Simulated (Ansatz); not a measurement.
**NaAu− (doublet): energies up the ladder**

Aim: energies up the ladder, for NaAu− (doublet), with the cost of each level. Charge -1. Spin multiplicity 2.

Computed with Ansatz 0.2.0 (the levels named in each step, unless a step's input says otherwise).

## 1. The system as given

Bond lengths: Na1–Au2 3.393 Å.

Structure file:

```xyz
2

Na    0.0000    0.0000    0.0000
Au    0.0000    0.0000    3.3934
```

## 2. A rough first relaxation, PBE-D4/def2-SVPD

Contents of input.yaml:

```yaml
crystal:
  periodic: [false, false, false]
  atoms:
    - { symbol: Na, position_ang: [0.0, 0.0, 0.0] }
    - { symbol: Au, position_ang: [0.0, 0.0, 3.39336] }
magnetization:
  spin_polarized: true
  initial_magnetization: 1
total_charge: -1
basis:
  gaussian: { orbitals: def2-SVPD }
hamiltonian:
  xc: pbe
  dispersion: d4
relax:
  f_tol: 0.03
  max_steps: 200
```

Launch:

```
$ ansatz run input.yaml --threads 4 --pin off --max-ram 10240MiB --backend cpu --events-out ev --progress --plain --runs-dir out
```

Further steps of the session: Relaxation, PBE0-D4/def2-TZVPPD; Frequencies, PBE0-D4/def2-TZVPPD; Single point, PBE-D4/def2-TZVPPD; Single point, r2SCAN-D4/def2-TZVPPD; Single point, B3LYP-D4/def2-TZVPPD; Single point, wB97M-V/def2-TZVPPD; Single point, B2PLYP/def2-TZVPPD; Single point, LDA/def2-TZVPPD; Single point, PBE0-D4/def2-SVPD; Single point, PBE-D4/def2-SVPD; The cation of multiplicity 1 at the same geometry, PBE0-D4/def2-TZVPPD; The cation of multiplicity 1 at the same geometry, PBE-D4/def2-TZVPPD; The cation of multiplicity 1 at the same geometry, r2SCAN-D4/def2-TZVPPD; The cation of multiplicity 1 at the same geometry, B3LYP-D4/def2-TZVPPD; The cation of multiplicity 1 at the same geometry, wB97M-V/def2-TZVPPD; The cation of multiplicity 1 at the same geometry, B2PLYP/def2-TZVPPD; The cation of multiplicity 3 at the same geometry, PBE0-D4/def2-TZVPPD; The cation of multiplicity 3 at the same geometry, PBE-D4/def2-TZVPPD; The cation of multiplicity 3 at the same geometry, r2SCAN-D4/def2-TZVPPD; The cation of multiplicity 3 at the same geometry, B3LYP-D4/def2-TZVPPD; The cation of multiplicity 3 at the same geometry, wB97M-V/def2-TZVPPD; The cation of multiplicity 3 at the same geometry, B2PLYP/def2-TZVPPD.

**Question.** What will these runs give? Wanted: Na1–Au2 at PBE0-D4/def2-TZVPPD; frequencies at PBE0-D4/def2-TZVPPD; vertical ionisation energy, B2PLYP/def2-TZVPPD (for each run or level that gives them).

The runs gave:

| quantity | value |
| --- | --- |
| Na1–Au2 at PBE0-D4/def2-TZVPPD | 2.792 Å |
| frequencies at PBE0-D4/def2-TZVPPD | 166 cm⁻¹ |
| vertical ionisation energy, B2PLYP/def2-TZVPPD | 0.733 eV |
| vertical ionisation energy, B2PLYP/def2-TZVPPD | 3.243 eV |

In words: No mode is imaginary, so the geometry is a minimum. For the vertical ionisation energy, r2SCAN-D4/def2-TZVPPD comes nearest to B2PLYP/def2-TZVPPD (+0.05 eV) and wB97M-V/def2-TZVPPD is farthest (-0.22 eV). For the vertical ionisation energy, B3LYP-D4/def2-TZVPPD comes nearest to B2PLYP/def2-TZVPPD (+0.02 eV) and wB97M-V/def2-TZVPPD is farthest (-0.37 eV). Heavy atoms carry effective core potentials in def2 sets, and spin-orbit coupling is left out.
